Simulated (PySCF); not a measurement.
Molecule: NBSH4, in a box.

```
CELL_PARAMETERS angstrom
13.00000 0.00000 0.00000
0.00000 12.00000 0.00000
0.00000 0.00000 12.00000
ATOMIC_POSITIONS crystal
N 0.41090 0.54145 0.46244
B 0.49368 0.52071 0.53295
S 0.56536 0.39138 0.52061
H 0.38656 0.48866 0.40290
H 0.36973 0.61212 0.46715
H 0.51746 0.58803 0.60150
H 0.63227 0.41277 0.60276
```

Base run:

```yaml
Program: PySCF 2.14.0
Functional: SVWN5
Potentials_or_basis: pob-tzvp-rev2 (all-electron)
k_mesh: 1 × 1 × 1
Occupations: fixed
Spin: no spin polarisation
```

Its results: gap between the frontier levels 6.01 eV.

Task: After a change of settings the same cell gave: gap between the frontier levels 8.03 eV. Which change was it?
A. functional from SVWN5 to B3LYP5
B. functional from SVWN5 to LC-wPBE; dispersion from none to D3(BJ)
C. functional from SVWN5 to revPBE; dispersion from none to D3(BJ)

Result: A.

B3LYP5 gives the wider gap, since exact exchange removes part of the self-interaction.

Caveats: this is a molecule in a periodic box at the Γ point, so its band gap is the HOMO-LUMO gap; the basis of atomic orbitals isn't converged, which shifts pressures, moduli and gaps.

Runs at the PBE level aren't shown here.
